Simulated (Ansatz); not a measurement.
# BCl2FH2: the cost of one run

All numbers below are computed with Ansatz 0.2.0 (RKS PBE0-D4/def2-SVP).

## 1. Starting point

Bond lengths: B1–F2 1.670 Å, B1–H3 1.190 Å, B1–Cl4 1.860 Å, B1–Cl5 2.160 Å, Cl5–H6 1.380 Å. Angles: F2–B1–H3 120.0°, F2–B1–Cl4 120.0°, F2–B1–Cl5 71.6°, H3–B1–Cl4 120.0°, H3–B1–Cl5 105.6°, Cl4–B1–Cl5 92.7°, B1–Cl5–H6 63.0°.

Coordinates:

```xyz
6

B     0.0000    0.0000    0.0000
F     0.0000    0.0000    1.6700
H     1.0305    0.0000   -0.5950
Cl   -1.6108    0.0000   -0.9300
Cl   -0.2766   -2.0311    0.6811
H    -0.1441   -1.0582    1.6505
```

## 2. Pulling towards end A

Springs on the bonds that form and break draw the guess towards this end; the thresholds are loose.

Input file input.yaml:

```yaml
crystal:
  periodic: [false, false, false]
  atoms:
    - { symbol: B, position_ang: [0.0, 0.0, 0.0] }
    - { symbol: F, position_ang: [0.0, 0.0, 1.67] }
    - { symbol: H, position_ang: [1.0305, 0.0, -0.595] }
    - { symbol: Cl, position_ang: [-1.6108, 0.0, -0.93] }
    - { symbol: Cl, position_ang: [-0.2766, -2.0311, 0.6811] }
    - { symbol: H, position_ang: [-0.1441, -1.0582, 1.6505] }
basis:
  gaussian: { orbitals: def2-SVP }
hamiltonian:
  xc: pbe0
  dispersion: d4
relax:
  f_tol: 0.15
  max_steps: 25
  restrain:
    - { distance: [0, 4], at: 3.06, k: 30.0 }
    - { distance: [5, 1], at: 2.12, k: 30.0 }
    - { distance: [0, 1], at: 1.32, k: 30.0 }
    - { distance: [5, 4], at: 1.37, k: 30.0 }
```

Started as:

```bash
ansatz run input.yaml --threads 1 --pin off --max-ram 2048MiB --backend cpu --events-out ev --progress --plain --runs-dir out
```

**Question.** How long does this run take on 1 thread of Arm Neoverse V1, shared host, and how much memory does it need?

About 22 s, with a peak of 0.14 GiB.
